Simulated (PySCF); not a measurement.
# H4N2Tl (Tl(NH2)2+): the cost of one run

Program: PySCF 2.14.0. Level of theory: BP86, Tl def2-SVP with ECP60, N def2-SVP, H def2-SVP; scalar-relativistic core potentials, no spin–orbit coupling. These are calculated values, not measurements.

1 further run of the same task is left out (for a known fault of the program).

### 1 Starting geometry

7 atoms, charge 1, spin multiplicity 1.

Bond lengths: Tl1–N2 2.061 Å, Tl1–N5 2.061 Å, N2–H3 1.018 Å, N2–H4 1.018 Å, N5–H6 1.018 Å, N5–H7 1.018 Å. Angles: N2–Tl1–N5 131.8°, Tl1–N2–H3 125.4°, Tl1–N2–H4 125.4°, H3–N2–H4 109.2°, Tl1–N5–H6 125.4°, Tl1–N5–H7 125.4°, H6–N5–H7 109.2°.

Geometry (Å):

```xyz
7
H4N2Tl
Tl    0.0000    0.0000    0.0000
N     1.8812    0.0000    0.8419
H     2.4197   -0.8300    1.0829
H     2.4197    0.8300    1.0829
N    -1.8812    0.0000    0.8419
H    -2.4197    0.8300    1.0829
H    -2.4197   -0.8300    1.0829
```

Formal oxidation states: Tl +3.

### 2 SCF at the start, singlet

run.py (the lines that set the calculation) reads:

```python
mol = gto.M(atom='''
Tl     0.00000     0.00000     0.00000
N      1.88120     0.00000     0.84190
H      2.41970    -0.83000     1.08290
H      2.41970     0.83000     1.08290
N     -1.88120     0.00000     0.84190
H     -2.41970     0.83000     1.08290
H     -2.41970    -0.83000     1.08290''',
    basis={'Tl': 'def2-SVP', 'N': 'def2-SVP', 'H': 'def2-SVP'},
    ecp={'Tl': 'def2-SVP'},
    charge=1, spin=0)
mf = dft.RKS(mol, xc='B88,P86')
mf.grids.atom_grid = (50, 194)
mf = mf.density_fit()  # fitting sets: Tl def2-universal-JKFIT, N def2-universal-JKFIT, H def2-universal-JKFIT
mf.conv_tol = 1e-08; mf.max_cycle = 55
mf.kernel(dm0)  # dm0: free metal ions and neutral atoms
```

On the command line:

```bash
$ OMP_NUM_THREADS=2 python run.py
```

**Question.** How long does this run take on 2 threads of Arm Neoverse V1, shared host, and how much memory does it need?

About 2.2 s, with a peak of 0.4 GiB.
